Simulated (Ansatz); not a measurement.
# MnI3 (ReO3 type): equation of state

An exercise on one series of results from a longer session: the logs are not shown, and one member is left open.

Method: DFT PBE+U (U_eff = 3.9 eV on Mn 3d), scalar-relativistic, plane waves, PAW, in Ansatz 0.2.0.

2 further runs of the same task are left out: 2 that didn't finish. Runs told in other sessions of the task aren't counted.

### The structure to begin with

Symmetry: Pm-3m, No. 221, cubic system. Conventional cell: a = 5.749 Å, b = 5.749 Å, c = 5.749 Å, α = 90.00°, β = 90.00°, γ = 90.00°. Mn (site symmetry m-3m) is surrounded by 6 I at 2.87 Å. Around I (site symmetry 4/mmm) lie 2 Mn at 2.87 Å.

Coordinates:

```
Mn I
1.0
     5.74930    0.00000    0.00000
     0.00000    5.74930    0.00000
     0.00000    0.00000    5.74930
Mn I
1 3
Direct
  0.00000 0.00000 0.00000
  0.50000 0.00000 0.00000
  0.00000 0.00000 0.50000
  0.00000 0.50000 0.00000
```

This cell comes from an earlier session at PBE+U (U_eff = 3.9 eV on Mn 3d): 47.510 Å³/atom at 0.00 GPa, on a 6×6×6 mesh.

Volume factors to run: 0.980, 1.020, 0.960, 1.040, 1.070, 1.100, 0.945.

Set-up of the first run:

File input.yaml:

```yaml
crystal:
  lattice:
    - [5.710714718, 0.0, 0.0]
    - [0.0, 5.710714718, 0.0]
    - [0.0, 0.0, 5.710714718]
  atoms:
    - { symbol: Mn, position: [0.0, 0.0, 0.0], spin: 5.04 }
    - { symbol: I, position: [0.5, 0.0, 0.0] }
    - { symbol: I, position: [0.0, 0.0, 0.5] }
    - { symbol: I, position: [0.0, 0.5, 0.0] }
basis:
  ecutwfc: 420
  ecutrho_ratio: 4
kpoints:
  mp_grid: { grid: [6, 6, 6] }
hamiltonian:
  xc: pbe
  hubbard:
    sites:
      - { species: Mn, l: d, u_eff: 3.9, starting_ns: start.occupation_matrices }
    ns_hold: { iters: 6 }
scf:
  occupations: { method: gaussian, width: 0.05 }
  lower_state_search: "off"
output:
  forces: true
  stress: true
  eigenvalues: true
  populations: true
  hubbard: { sites: [{ species: Mn, l: d }] }
magnetization:
  spin_polarized: true
```

start.occupation_matrices holds the open shells' occupation matrices from the neighbouring geometry.

Started as:

```sh
$ ansatz run input.yaml --threads 2 --pin off --max-ram 2662MiB --backend cpu --events-out ev --progress --plain --runs-dir out
```

Steps of the session up to this table: Scaling the volume by 0.980; Volume × 1.020; Volume × 0.960; Scaling the volume by 1.040; Volume × 1.070; At 1.100 of the relaxed volume; At 0.945 of the relaxed volume.

One table of the session follows, with a row left open; its other results are not shown here.

It belongs to the step «The fit». 

| volume (Å³/atom) | energy (meV/atom) | pressure (GPa) | moment of atom 1 (μB) |
| --- | --- | --- | --- |
| 44.897 | 7.95 | 1.03 | 4.50 |
| 45.610 | 4.12 | 0.72 | 4.52 |
| 46.560 | 1.02 | 0.34 | 4.55 |
| 47.510 | 0.00 | 0.00 | 4.58 |
| 48.460 | 0.89 | -0.31 | 4.60 |
| 49.410 | 3.54 | -0.59 | 4.62 |
| 50.836 | ? | ? | ? |
| 52.261 | 20.58 | -1.29 | 4.68 |

**Question.** Estimate the row for volume (Å³/atom) = 50.836.

Worked estimate for «energy (meV/atom)». A straight line through the neighbours (49.410, 3.54) and (52.261, 20.58) gives 3.54 + (20.58 − 3.54) × (50.836 − 49.410) / (52.261 − 49.410) = 12.06; a parabola fitted to 3 rows on both sides gives 10.36.

As computed: energy (meV/atom): 10.49; pressure (GPa): -0.97; moment of atom 1 (μB): 4.65. In «energy (meV/atom)» the line misses by +1.57 and the parabola by -0.13.

Caveats from the session: Warnings in the runs' records: filled band counts differ across k points, xc potential rough in thin density, stability check not made.
